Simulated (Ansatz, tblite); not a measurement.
**The cluster Be₃Te₂+: one state, many levels**

An exercise on one series of results from a longer session: the logs are not shown, and one member is left open.

The runs use Ansatz 0.2.0, Gaussian basis; as each input shows.

The runs, in order: GFN1-xTB, GFN2-xTB, PBE-D4/def2-TZVP, r2SCAN-D4/def2-TZVP, revPBE-D4/def2-TZVP, B3LYP-D4/def2-TZVP, BLYP-D4/def2-TZVP, PBE-QIDH/def2-TZVP, ωB97X-V/def2-TZVP, PBE+5HF/def2-TZVP, PBE+10HF/def2-TZVP, PBE+15HF/def2-TZVP, PBE+35HF/def2-TZVP, PBE+50HF/def2-TZVP, PBE-D4/def2-SVP, PBE0-D4/def2-SVP, CCSD(T)/def2-SVP, MP2/def2-TZVP, RPA/def2-TZVP.

2 further runs of the same task are left out: 2 set aside as unsound or not needed.

### The relaxed structure

The geometry is that of the doublet, from an earlier relaxation (PBE-D4/def2-SVP). At that level it is the lowest of the isomers that a small search found.

5 atoms, charge 1, spin multiplicity 2.

Bond lengths: Be1–Te4 2.362 Å, Be1–Te5 2.362 Å, Be2–Te4 2.362 Å, Be2–Te5 2.362 Å, Be3–Te4 2.362 Å, Be3–Te5 2.362 Å. Angles: Te4–Be1–Te5 111.0°, Te4–Be2–Te5 111.0°, Te4–Be3–Te5 111.0°, Be1–Te4–Be2 58.8°, Be1–Te4–Be3 58.8°, Be2–Te4–Be3 58.8°, Be1–Te5–Be2 58.8°, Be1–Te5–Be3 58.8°, Be2–Te5–Be3 58.8°.

Coordinates:

```xyz
5
charge 1, multiplicity 2
Be    1.2902    0.1090   -0.3375
Be   -0.7362   -1.0054   -0.4873
Be   -0.5538    0.8963    0.8247
Te   -0.4928    1.1013   -1.5277
Te    0.4927   -1.1012    1.5277
```

Te takes a core potential in the def2 sets. No spin-orbit coupling is included. The ion is computed in the gas phase, without counter-ions or solvent.

PBE0-D4/def2-TZVP was run before; its log isn't repeated, and its numbers join the tables.

Set-up of the first run:

Tight binding, by tblite at 300 K electronic temperature and without a spin-polarisation term:

```python
tblite.interface.Calculator('GFN1-xTB', numbers, positions, charge=1, uhf=1).singlepoint()
```

Tight binding, by tblite at 300 K electronic temperature and without a spin-polarisation term:

```python
tblite.interface.Calculator('GFN2-xTB', numbers, positions, charge=1, uhf=1).singlepoint()
```

start.molden holds the orbitals of an earlier run on this state, given as this run's starting guess.

The input, in.yaml:

```yaml
crystal:
  periodic: [false, false, false]
  atoms:
    - {symbol: Be, position_ang: [1.290151, 0.109032, -0.337501]}
    - {symbol: Be, position_ang: [-0.736245, -1.005410, -0.487296]}
    - {symbol: Be, position_ang: [-0.553834, 0.896319, 0.824740]}
    - {symbol: Te, position_ang: [-0.492752, 1.101280, -1.527667]}
    - {symbol: Te, position_ang: [0.492680, -1.101221, 1.527743]}
basis:
  gaussian: {orbitals: def2-TZVP, initial_orbitals: start.molden}
total_charge: 1
magnetization: {spin_polarized: true, initial_magnetization: 1}
hamiltonian: {xc: pbe, dispersion: d4}
scf: {omitted_lower_state_checks: [starts]}
output: {orbitals: {seedname: orbitals}}
```

Launch:

```
> ansatz run in.yaml --threads 4 --pin off --events-out ev --progress --plain --max-ram 3916MiB
```

Among the steps run: PBE-D4/def2-TZVP; r2SCAN-D4/def2-TZVP; revPBE-D4/def2-TZVP; B3LYP-D4/def2-TZVP; BLYP-D4/def2-TZVP; PBE-QIDH/def2-TZVP; ωB97X-V/def2-TZVP; PBE+5HF/def2-TZVP; PBE+10HF/def2-TZVP; PBE+15HF/def2-TZVP; PBE+35HF/def2-TZVP; PBE+50HF/def2-TZVP; PBE-D4/def2-SVP; PBE0-D4/def2-SVP; CCSD(T)/def2-SVP; MP2/def2-TZVP; RPA/def2-TZVP.

One of the session's tables, all rows but one given; the rest of the session is left out.

```
              level  HOMO (eV)  LUMO (eV)  gap (eV)
    PBE-D4/def2-SVP      -9.08      -8.12      0.96
   PBE-D4/def2-TZVP      -9.06      -8.08      0.97
revPBE-D4/def2-TZVP      -9.02      -8.04      0.98
  BLYP-D4/def2-TZVP      -8.83      -7.89      0.94
r2SCAN-D4/def2-TZVP      -9.24      -8.06      1.18
 B3LYP-D4/def2-TZVP      -9.41      -7.50      1.91
   PBE0-D4/def2-SVP      -9.62      -7.47      2.16
  PBE0-D4/def2-TZVP      -9.61      -7.41      2.20
  ωB97X-V/def2-TZVP     -10.94      -5.71      5.23
  PBE+5HF/def2-TZVP          ?          ?         ?
 PBE+10HF/def2-TZVP      -9.28      -7.81      1.47
 PBE+15HF/def2-TZVP      -9.39      -7.68      1.71
 PBE+35HF/def2-TZVP      -9.83      -7.14      2.69
 PBE+50HF/def2-TZVP     -10.16      -6.74      3.42
```

**Question.** Estimate the row for PBE+5HF/def2-TZVP.

As computed: HOMO (eV): -9.17; LUMO (eV): -7.95; gap (eV): 1.22. In the column «HOMO (eV)» it lies between r2SCAN-D4/def2-TZVP (-9.24) and PBE-D4/def2-SVP (-9.08).
